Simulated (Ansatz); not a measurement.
# FeAs (Pnma): relaxation of cell and ions

What cell does FeAs (Pnma) relax to? A script is to give a relaxation of cell and ions; the system is FeAs (Pnma).

Computed with Ansatz 0.2.0 through its Python package. Level of theory: DFT LDA, plane waves, PAW.

## Step 1: The system

Symmetry: Pnma, No. 62, orthorhombic system. Conventional cell: a = 5.439 Å, b = 3.373 Å, c = 6.028 Å, α = 90.00°, β = 90.00°, γ = 90.00°. Fe (site symmetry m) has 6 As at 2.34 to 2.57 Å as nearest neighbours. Around As (site symmetry m) lie 6 Fe at 2.34 to 2.57 Å.

The script holds or builds the structure itself.

## Step 2: Script

feas_vcrelax.py reads:

```python
"""Cell relaxation of FeAs."""

import warnings

import ansatz as az
from ase.data import atomic_numbers
import matplotlib.pyplot as plt
import numpy as np
import spglib

CUTOFF_EV = 470
KMESH = (6, 9, 5)
SMEARING = "Fermi-Dirac"
SMEARING_WIDTH = 0.1
FUNCTIONAL = "LDA"
FMAX = 0.05

def edges_and_angles(cell):
    cell = np.asarray(cell)
    a, b, c = np.linalg.norm(cell, axis=1)
    cosines = cell[1] @ cell[2] / (b * c), cell[0] @ cell[2] / (a * c), cell[0] @ cell[1] / (a * b)
    return (a, b, c, *np.degrees(np.arccos(cosines)))


def main() -> None:
    warnings.simplefilter("ignore", az.DeckWarning)

    vectors = np.array([
        [5.439, 0.0, 0.0],
        [0.0, 3.373, 0.0],
        [0.0, 0.0, 6.028],
    ])
    structure = (
        az.Lattice.of(vectors)
        .atom("Fe", (0.99, 0.75, 0.19))
        .atom("Fe", (0.01, 0.25, 0.81))
        .atom("Fe", (0.51, 0.25, 0.69))
        .atom("Fe", (0.49, 0.75, 0.31))
        .atom("As", (0.8, 0.75, 0.58))
        .atom("As", (0.2, 0.25, 0.42))
        .atom("As", (0.7, 0.25, 0.08))
        .atom("As", (0.3, 0.75, 0.92))
        .moments(Fe=3.5)
    )

    # part of the cell is held
    calc = (
        structure.calculation()
        .basis(CUTOFF_EV)  # plane waves up to this kinetic energy
        .kpoints(mesh=KMESH)  # the mesh must be finer for metals
        .occupations(SMEARING, width=SMEARING_WIDTH)
        .functional(FUNCTIONAL)
        .spin("collinear")
        .relax(force_tolerance=FMAX, max_steps=100, fix_cell=["c", "angles"])  # relax until the tolerances are met
    )
    steps = []


    def collect(event):
        if event["event"] == "relax_step":
            steps.append(event["data"])


    result = calc.session().plan().execute(on_event=collect)
    data = result.report
    for s in steps:
        flag = "" if s["accepted"] else "  (rejected)"
        print("step %2d  E = %.5f eV  largest force component = %.4f eV/A%s" % (s["step"], s["lagrangian_ev"], s["allowed_force_max_ev_ang"], flag))

    first, last = steps[0], steps[-1]
    symbols = [site.symbol for site in result.lattice.sites]
    print(f"energy gained {first['lagrangian_ev'] - last['lagrangian_ev']:.4f} eV in {len(steps) - 1} steps")
    for label, vectors in (("before", first["cell_ang"]), ("after", result.lattice.cell_ang)):
        print(label, "a b c (A) {:.4f} {:.4f} {:.4f}  angles {:.2f} {:.2f} {:.2f}".format(*edges_and_angles(vectors)), f" V = {abs(np.linalg.det(vectors)):.3f} A^3")
    print("final stress xx yy zz (GPa, compression positive):", np.round(np.diag(data["stress_gpa"]), 3) + 0.0)

    fig, (top, bottom) = plt.subplots(2, 1, sharex=True, figsize=(4.5, 4))
    top.plot([s["lagrangian_ev"] - last["lagrangian_ev"] for s in steps], "o-")
    top.set_ylabel("E - E(final) (eV)")
    bottom.semilogy([max(s["allowed_force_max_ev_ang"], 1e-6) for s in steps], "s-")
    bottom.set(xlabel="step", ylabel="largest force (eV/A)")
    fig.tight_layout()
    fig.savefig("relax.png", dpi=100)

    fractions = [site.position_frac for site in result.lattice.sites]
    numbers = [atomic_numbers[s] for s in symbols]
    for tolerance in (1e-3, 1e-2, 1e-1):
        print(f"space group at {tolerance} A:", spglib.get_spacegroup((result.lattice.cell_ang, fractions, numbers), symprec=tolerance))

    print("relaxed fractional positions")
    for site in result.lattice.sites:
        print(f"  {site.symbol:2s}", " ".join(f"{v % 1:8.5f}" for v in np.round(site.position_frac, 5)))

    print(f"free energy      {data['free_energy_ev']:.5f} eV")
    print(f"per atom         {data['free_energy_ev'] / len(result.lattice.sites):.5f} eV")
    print(f"SCF iterations   {data['n_iterations']}  (converged: {data['converged']})")


if __name__ == "__main__":
    main()
```

## Step 3: The input behind the calls

The engine receives this input:

```yaml
crystal:
  lattice:
    - [5.439, 0.0, 0.0]
    - [0.0, 3.373, 0.0]
    - [0.0, 0.0, 6.028]
  atoms:
    - { symbol: Fe, position: [0.99, 0.75, 0.19] }
    - { symbol: Fe, position: [0.01, 0.25, 0.81] }
    - { symbol: Fe, position: [0.51, 0.25, 0.69] }
    - { symbol: Fe, position: [0.49, 0.75, 0.31] }
    - { symbol: As, position: [0.8, 0.75, 0.58] }
    - { symbol: As, position: [0.2, 0.25, 0.42] }
    - { symbol: As, position: [0.7, 0.25, 0.08] }
    - { symbol: As, position: [0.3, 0.75, 0.92] }
basis:
  ecutwfc: 470.0
kpoints:
  mp_grid:
    grid: [6, 9, 5]
hamiltonian:
  xc: lda
magnetization:
  spin_polarized: true
  per_species:
    Fe: 3.5
scf:
  occupations:
    method: fermi_dirac
    width: 0.1
relax:
  f_tol: 0.05
  max_steps: 100
  cell:
    fix: [c, angles]
```

## Step 4: Running it

Run with:

```
python feas_vcrelax.py
```

The log of the run:

```text
RunWarning: the starting moments were not kept: the SCF closed with an absolute magnetisation of 1.2e0 μB, where they sum to 14 μB in size (4 sites). That is at most 0.1 of that sum. The system's moment may be that small; this SCF shows only that its start led to no larger one. This SCF took its magnetisation from the [...]
RunWarning: the net moment that the starting moments add up to was not kept: the SCF closed with a net magnetisation of 1.2e0 μB in size, at most 0.1 of the 14 μB that the starting moments add up to as vectors. Its absolute magnetisation is 1.5e0 μB, where they sum to 14 μB in size (4 sites): that figure counts also [...]
step  1  E = -36776.82668 eV  largest force component = 0.5193 eV/A
step  2  E = -36777.38185 eV  largest force component = 0.4965 eV/A
step  3  E = -36777.46577 eV  largest force component = 0.1142 eV/A
step  4  E = -36777.47541 eV  largest force component = 0.0367 eV/A
step  5  E = -36777.47329 eV  largest force component = 0.0367 eV/A
energy gained 0.6466 eV in 4 steps
before a b c (A) 5.4390 3.3730 6.0280  angles 90.00 90.00 90.00  V = 110.588 A^3
after a b c (A) 5.2078 3.2244 6.0280  angles 90.00 90.00 90.00  V = 101.222 A^3
final stress xx yy zz (GPa, compression positive): [-3.700e-02 -4.000e-03 -6.718e+00]
space group at 0.001 A: Pnma (62)
space group at 0.01 A: Pnma (62)
space group at 0.1 A: Pnma (62)
relaxed fractional positions
  Fe  0.99966  0.75000  0.20349
  Fe  0.00034  0.25000  0.79651
  Fe  0.50034  0.25000  0.70349
  Fe  0.49966  0.75000  0.29651
  As  0.79800  0.75000  0.57450
  As  0.20200  0.25000  0.42550
  As  0.70200  0.25000  0.07450
  As  0.29800  0.75000  0.92550
free energy      -36777.47329 eV
per atom         -4597.18416 eV
SCF iterations   10  (converged: True)
```

(Warnings from the package without file and line, shortened.)

Run time: 4 min. Hardware: 1 thread of INTEL XEON PLATINUM 8581C at 2.30GHz (Emerald Rapids), shared host; peak memory 1.3 GiB.

Lines on the test bed's own set-up are left out of the output.

A comment line of the script is reworded here; the code is as run.

## Step 5: What the engine kept of the run

From the engine's report, whether the script printed it or not:

```csv
item,value
SCF cycles in all,57
k-points solved,60
plane waves,2329
bands,83
valence electrons,124
free energy (eV),-36777.47329
Fermi level (eV),17.879
pressure (GPa; positive when compressed),-2.25
```

## Step 6: Path of the relaxation

The steps of the relaxation:

| step | E - E(step 1) (eV/cell) | largest force component (eV/Å) | pressure (GPa) | volume (Å³) |
| --- | --- | --- | --- | --- |
| 1 | 0.0000 | 0.5193 | -16.06 | 110.59 |
| 2 | -0.5552 | 0.4965 | -5.92 | 102.97 |
| 3 | -0.6391 | 0.1142 | -0.29 | 100.32 |
| 4 | -0.6487 | 0.0367 | -2.25 | 101.22 |
| 5 | -0.6466 | 0.0367 | -2.25 | 101.22 |

Step 1 is the start. Step 5 repeats the geometry before it on a plane-wave basis chosen anew for that cell, so its energy need not be comparable with the rows above.

|  | before | after | change |
| --- | --- | --- | --- |
| a (Å) | 5.439 | 5.208 | -4.3 % |
| b (Å) | 3.373 | 3.224 | -4.4 % |
| c (Å) | 6.028 | 6.028 | 0.0 % |
| volume (Å³/atom) | 13.82 | 12.65 | -8.5 % |
| shortest distance (Å) | 2.343 | 2.285 | -2.5 % |
| space group (0.01 Å) | Pnma | Pnma | same |

The run keeps the 8 symmetry operations of the start, so it could not have lowered the symmetry.

## Step 7: What came out

```
                                         quantity                                                                      value
                                      free energy                                        -36777.4733 eV (-4597.1842 eV/atom)
                           moment, net / absolute                                                    1.22 / 1.43 μB per cell
                          moves of the relaxation                                                                          3
energy gained (ahead of the last change of basis)                                                              81.1 meV/atom
                     last largest force component                                                                0.0367 eV/Å
                        relaxed conventional cell  a = 5.208 Å, b = 3.224 Å, c = 6.028 Å, α = 90.00°, β = 90.00°, γ = 90.00°
                           space group at the end                                                                       Pnma
```

The volume shrank by 8.5 % over 3 moves, and the space group stayed Pnma. Caveats:
- The SCF didn't keep the moments it started from (some shrank, vanished or turned); what is printed is the state reached.
- Part of the cell is held or a pressure is applied, so the end point needn't be the zero-pressure lattice.
- Energies along a relaxation are free energies. Rows at an unchanged volume are solved on a plane-wave basis chosen afresh for that cell, so the energy jumps there and such rows are no steps of the walk. The starting moments were not kept in at least one run, so it stands on a weaker or other magnetic state than the one typed.
